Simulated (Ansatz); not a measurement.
Debugging vertical spin-state energies of C₂H₇AlFN, SMILES [CH3][AlH][CH](N)F (the Ansatz DFT code, driven from Python).

The script reads `c2h7alfn.xyz`:
```text
12

C    -1.67930   -0.81740    0.99420
Al    0.09390    0.01390    1.05940
C     0.84910    0.86320   -0.58450
N     1.03100   -0.10220   -1.65570
F     0.07370    1.90870   -0.96880
H    -1.99130   -1.17880    1.97250
H    -1.72160   -1.57510    0.22310
H    -2.42010    0.03290    0.70210
H     0.93880   -0.01470    2.46090
H     1.89830    1.24980   -0.30640
H     1.67050   -0.82440   -1.37820
H     1.33400    0.38900   -2.48460
```

`c2h7alfn.py`
```python
"""Gap between spin states of C2H7AlFN at one geometry."""

from dataclasses import dataclass

import ansatz


@dataclass
class RunConfig:
    basis_set: str = "cc-pVDZ"
    functional: str = "pbe"


opts = RunConfig()

molecule = ansatz.Crystal.molecule_from_extxyz("c2h7alfn.xyz")

job = molecule.calculation()
job = job.basis(gaussian=opts.basis_set)
job = job.functional(opts.functional)
found = {}
for unpaired in [0, 2]:
    rep = job.spin("collinear", total=unpaired).run(cores=2).report
    s = unpaired / 2
    found[unpaired] = rep["free_energy_ev"]
    print(f"2S+1 = {unpaired + 1}: E = {found[unpaired]:.5f} eV, <S^2> = {abs(rep['mean_field']['state']['spin_squared']):.3f} (pure state {s * (s + 1):.2f})")
lowest = min(found, key=found.get)
for unpaired, e in found.items():
    print(f"multiplicity {unpaired + 1}: {(e - found[lowest]):.3f} eV above the lowest")
```

```console
$ python c2h7alfn.py
Traceback (most recent call last):
  File "c2h7alfn.py", line 23, in <module>
    rep = job.spin("collinear", total=unpaired).run(cores=2).report
          ~~~~~~~~~~~~~~~~~~~~~~~~~~~~~~~~~~~~~~~~~^^^^^^^^^
TypeError: Calculation.run() got an unexpected keyword argument 'cores'
$ echo $?
1
```

Why does it end like this?

The fault: run() has no such keyword. The correction:

```diff
--- before
+++ after
@@ -22,3 +22,3 @@
 for unpaired in [0, 2]:
-    rep = job.spin("collinear", total=unpaired).run(cores=2).report
+    rep = job.spin("collinear", total=unpaired).run().report
     s = unpaired / 2
```

The mended script runs so:

Running `python c2h7alfn.py` prints:
```text
2S+1 = 1: E = -12979.69046 eV, <S^2> = 0.000 (pure state 0.00)
2S+1 = 3: E = -12976.57432 eV, <S^2> = 2.004 (pure state 2.00)
multiplicity 1: 0.000 eV above the lowest
multiplicity 3: 3.116 eV above the lowest
```

Total energies depend on the basis set; only differences at equal settings carry meaning. The geometry is a force-field or estimated start, not a minimum of this method, and the basis set is short of its limit. All parts are taken at fixed geometry, without zero-point energy. The whole script took 21 s on 1 thread of Intel(R) Xeon(R) Platinum 8259CL CPU @ 2.50GHz (Skylake/Cascade Lake), with other jobs on the host, peak memory 0.28 GiB.

(Lines on the test bed's own set-up are left out of the output.)
